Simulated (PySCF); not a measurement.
# B2ClH3O: geometry, spin-spin couplings

Aim: predict the spin-spin couplings of B2ClH3O (`BOBCl`).

Computed with PySCF 2.14.0, with density-fitted response routines of our own, on a single molecule in the gas phase. Atoms count from 0, in the outputs and in this text.

## Step 1: The starting structure

7 atoms, charge 0, multiplicity 1; geometry from: GFN2-xTB. The atoms were then displaced at random by about 0.03 Å, so the start is not that level's minimum.

Bonds of the start (Å): B0–O1 1.37, O1–B2 1.33, B2–Cl3 1.67, B0–H4 1.12, B0–H5 1.16, B2–H6 1.15.

## Step 2: Relaxing the molecule at PBE0-D3(BJ)/def2-SVP

The job: settings as JSON, then the geometry in Å.

```
{"job": {"xc": "PBE0", "basis": "def2-SVP", "d3": "d3bj", "grid": 1, "shake": 0.03, "kind": "geom"}, "charge": 0, "multiplicity": 1}
B      1.358970    -0.143390    -0.222290
O      0.034270    -0.123250     0.138170
B     -1.255040    -0.087050     0.473400
Cl    -2.008950     1.388440     0.238500
H      2.110550     0.256500     0.503860
H      1.560650    -0.371560    -1.341510
H     -1.701930    -1.011890     0.986770
```

Run with:

```bash
OMP_NUM_THREADS=1 python probes_run.py task.json out
```

One launch serves the whole session: the jobs run in the order shown.

Log:

```text
step   0  E = -586.47859929  max force = 0.070345
step   1  E = -586.48938807  max force = 0.026570
step   2  E = -586.49187461  max force = 0.011807
step   3  E = -586.49348219  max force = 0.003578
step   4  E = -586.49354542  max force = 0.001550
step   5  E = -586.49356073  max force = 0.000643
step   6  E = -586.49356422  max force = 0.000408
optimisation converged
```

Wall time 9.2 s (1 thread of AMD EPYC 7B13, shared host); peak memory 0.3 GiB.

Along the way:

```csv
step,energy from step 0 (eV),largest force component (eV/Å)
0,0.0000,3.6173
1,-0.2936,1.3663
2,-0.3612,0.6071
3,-0.4050,0.1840
4,-0.4067,0.0797
5,-0.4071,0.0331
6,-0.4072,0.0210
```

Distances of close pairs at the start and the end, largest changes first:

```csv
bond,before (Å),after (Å),change (Å)
B0–H4,1.119,1.209,+0.090
B2–Cl3,1.674,1.758,+0.085
B2–H6,1.148,1.203,+0.055
B0–H5,1.160,1.209,+0.049
B0–O1,1.373,1.338,-0.035
O1–B2,1.333,1.328,-0.005
```

The final coordinates are the input of the step that follows.

```csv
at the end point,value
point group (found at 0.08 Å tolerance),Cs
"rotational constants (GHz, main isotopes)","27.805, 2.848, 2.645"
dipole moment (D),0.84
```

## Step 3: Spin-spin couplings: B3LYP/cc-pVTZ

The job: settings as JSON, then the geometry in Å.

```
{"job": {"kind": "j", "xc": "B3LYP", "basis": "cc-pVTZ"}, "charge": 0, "multiplicity": 1}
B      1.344323    -0.094487    -0.253420
O      0.061275    -0.105515     0.125848
B     -1.214549    -0.070554     0.492661
Cl    -2.144943     1.402184     0.253956
H      2.179470     0.236255     0.555440
H      1.614174    -0.427251    -1.383644
H     -1.741230    -1.032832     0.986058
```

Level: B3LYP/cc-pVTZ indirect spin-spin coupling, non-relativistic, gas phase.

Log:

```text
coarse grid: 6744 points
cycle   1  E = -587.0467753269  dE =  3.422e-01  |g| = 6.669e-01  |ddm| = 5.456e+00
cycle   2  E = -586.8447253386  dE =  2.020e-01  |g| = 1.242e+00  |ddm| = 1.994e+00
cycle   3  E = -587.1201342666  dE = -2.754e-01  |g| = 1.049e-01  |ddm| = 1.260e+00
cycle   4  E = -587.1221738545  dE = -2.040e-03  |g| = 4.846e-02  |ddm| = 1.899e-01
cycle   5  E = -587.1227340154  dE = -5.602e-04  |g| = 7.393e-03  |ddm| = 7.435e-02
cycle   6  E = -587.1227474842  dE = -1.347e-05  |g| = 2.569e-03  |ddm| = 1.459e-02
cycle   7  E = -587.1227492712  dE = -1.787e-06  |g| = 2.668e-04  |ddm| = 4.131e-03
final grid: 61488 points
cycle   8  E = -587.1296927190  dE = -5.470e-05  |g| = 2.783e-03  |ddm| = 5.324e-02
cycle   9  E = -587.1296923086  dE =  4.105e-07  |g| = 2.791e-03  |ddm| = 6.846e-03
cycle  10  E = -587.1296939394  dE = -1.631e-06  |g| = 7.802e-04  |ddm| = 4.360e-03
cycle  11  E = -587.1296940486  dE = -1.092e-07  |g| = 2.495e-04  |ddm| = 9.930e-04
cycle  12  E = -587.1296940592  dE = -1.059e-08  |g| = 5.984e-05  |ddm| = 3.528e-04
cycle  13  E = -587.1296940601  dE = -8.446e-10  |g| = 1.130e-05  |ddm| = 8.161e-05
converged SCF energy = -587.1296940601

Indirect spin-spin couplings (Hz)
  i      j    bonds     total        FC       PSO       DSO        SD
  0 B    1 O    1    -27.855   -33.298     5.824    -0.093    -0.288
  0 B    2 B    2      2.758     2.884     0.136    -0.354     0.092
  0 B    4 H    1    151.591   151.301    -0.937     0.597     0.630
  0 B    5 H    1    151.805   151.515    -0.938     0.597     0.631
  0 B    6 H    3      1.029     1.116     0.507    -0.604     0.010
  1 O    2 B    1    -36.539   -40.739     4.878    -0.139    -0.539
  1 O    4 H    2     -4.739    -5.497     0.743     0.127    -0.111
  1 O    5 H    2     -4.781    -5.539     0.742     0.127    -0.111
  1 O    6 H    2    -10.841   -11.274     0.428     0.114    -0.108
  2 B    4 H    3      0.781     0.749     0.517    -0.515     0.030
  2 B    5 H    3      0.805     0.774     0.520    -0.518     0.029
  2 B    6 H    1    194.861   193.955    -0.860     1.082     0.683
  4 H    5 H    2     17.506    17.757     1.601    -2.059     0.208
  4 H    6 H    4     -1.493    -1.363     0.953    -1.090     0.007
  5 H    6 H    4     -1.486    -1.353     0.960    -1.099     0.007
```

It took 10 s on 1 thread of AMD EPYC 7B13, shared host; peak memory 0.64 GiB.

The basis is not made for couplings: without tight functions at the nuclei these values are rough.

Couplings of 1 Hz or more, nine at most for each number of bonds, with means over like pairs (isotopes 11B, 1H, 17O):

```csv
pair,bonds,J (Hz),Fermi contact (Hz)
B2–H6,1,194.9,194.0
B0–H4,1,151.7,151.4
O1–B2,1,-36.5,-40.7
B0–O1,1,-27.9,-33.3
H4–H5,2,17.5,17.8
O1–H6,2,-10.8,-11.3
O1–H4,2,-4.8,-5.5
B0–B2,2,2.8,2.9
B0–H6,3,1.0,1.1
H4–H6,4,-1.5,-1.4
```

The response was solved for the nuclei of B, H, O alone, so couplings that need other nuclei can be missing.

Quadrupole couplings from the field gradients of the same density:

```csv
atom,isotope,eQq/h (MHz),η
Cl3,35Cl,-36.7,0.58
O1,17O,-4.971,0.19
B0,11B,4.528,0.50
B2,11B,3.300,0.65
```

## Step 4: Indirect couplings: B3LYP/6-31G*

Settings changed since step 3:

```diff
@@ -1,2 +1,2 @@
-{"job": {"kind": "j", "xc": "B3LYP", "basis": "cc-pVTZ"}, "charge": 0, "multiplicity": 1}
+{"job": {"kind": "j", "xc": "B3LYP", "basis": "6-31G*"}, "charge": 0, "multiplicity": 1}
 B      1.344323    -0.094487    -0.253420
```

Level: B3LYP/6-31G* indirect spin-spin coupling, non-relativistic, gas phase.

Log:

```text
coarse grid: 6744 points
cycle   1  E = -586.9996620548  dE =  3.386e-01  |g| = 6.103e-01  |ddm| = 2.435e+00
cycle   2  E = -586.8256062800  dE =  1.741e-01  |g| = 1.131e+00  |ddm| = 1.104e+00
cycle   3  E = -587.0693960305  dE = -2.438e-01  |g| = 9.076e-02  |ddm| = 7.586e-01
cycle   4  E = -587.0712511657  dE = -1.855e-03  |g| = 3.649e-02  |ddm| = 1.512e-01
cycle   5  E = -587.0716477211  dE = -3.966e-04  |g| = 5.764e-03  |ddm| = 4.926e-02
cycle   6  E = -587.0716567597  dE = -9.039e-06  |g| = 1.440e-03  |ddm| = 7.948e-03
final grid: 61488 points
cycle   7  E = -587.0385871893  dE = -1.022e-05  |g| = 2.591e-03  |ddm| = 1.354e-02
cycle   8  E = -587.0385874813  dE = -2.920e-07  |g| = 2.377e-03  |ddm| = 6.197e-03
cycle   9  E = -587.0385892235  dE = -1.742e-06  |g| = 1.601e-04  |ddm| = 3.144e-03
cycle  10  E = -587.0385892286  dE = -5.178e-09  |g| = 9.309e-05  |ddm| = 2.656e-04
cycle  11  E = -587.0385892304  dE = -1.721e-09  |g| = 2.785e-05  |ddm| = 8.288e-05
cycle  12  E = -587.0385892305  dE = -1.321e-10  |g| = 7.953e-06  |ddm| = 2.467e-05
converged SCF energy = -587.0385892305

Indirect spin-spin couplings (Hz)
  i      j    bonds     total        FC       PSO       DSO        SD
  0 B    1 O    1    -31.479   -36.130     4.981    -0.097    -0.233
  0 B    2 B    2      2.778     3.005     0.068    -0.353     0.057
  0 B    4 H    1    168.246   168.172    -1.060     0.662     0.470
  0 B    5 H    1    168.438   168.365    -1.061     0.662     0.471
  0 B    6 H    3      1.953     2.209     0.331    -0.598     0.011
  1 O    2 B    1    -38.788   -42.481     4.275    -0.143    -0.439
  1 O    4 H    2     -4.076    -4.869     0.740     0.119    -0.066
  1 O    5 H    2     -4.117    -4.910     0.740     0.120    -0.067
  1 O    6 H    2    -10.012   -10.492     0.451     0.107    -0.078
  2 B    4 H    3      2.173     2.311     0.346    -0.510     0.027
  2 B    5 H    3      2.178     2.318     0.347    -0.513     0.026
  2 B    6 H    1    211.319   210.535    -0.896     1.141     0.538
  4 H    5 H    2     15.652    16.559     0.932    -1.965     0.126
  4 H    6 H    4     -1.997    -1.565     0.638    -1.071     0.002
  5 H    6 H    4     -1.990    -1.555     0.643    -1.081     0.002
```

It took 3.2 s on 1 thread of AMD EPYC 7B13, shared host; peak memory 0.44 GiB.

The basis is not made for couplings: without tight functions at the nuclei these values are rough.

Key values: J(B2,H6) 211.3 Hz, J(B0,H4) 168.3 Hz, J(O1,B2) -38.8 Hz (means over like pairs).

## Step 5: Run by run: spin-spin couplings

Couplings (Hz), each a mean over the pairs like the one named, with basis size and wall time:

```csv
run,B2–H6,B0–H4,O1–B2,B0–O1,H4–H5,O1–H6,O1–H4,functions,time
B3LYP/cc-pVTZ,194.9,151.7,-36.5,-27.9,17.5,-10.8,-4.8,166,10 s
B3LYP/6-31G*,211.3,168.3,-38.8,-31.5,15.7,-10.0,-4.1,66,3.2 s
```

## Step 6: Outcome

| quantity | value |
| --- | --- |
| point group | Cs |
| rotational constants (main isotopes) | 27.81, 2.85, 2.65 GHz |
| largest coupling of the table (B3LYP/cc-pVTZ) | 1J(B,H) B2–H6, 194.9 Hz |
| range of J(B2,H6), mean over like pairs | 194.9 to 211.3 Hz |

In words: The start was shaken at random, so part of the energy gained undoes that. The optimisation took 6 steps and gained 0.407 eV; among the close pairs (by a distance rule), B0–H4 changed most, from 1.119 to 1.209 Å. In the run at B3LYP/cc-pVTZ, the largest coupling of the table is B2–H6, 194.9 Hz, of which the Fermi-contact term gives 194.0 Hz. The coupling B2–H6, as a mean over pairs of its kind, runs from 194.9 Hz (B3LYP/cc-pVTZ) to 211.3 Hz (B3LYP/6-31G*). Couplings from bases without tight functions are rough.
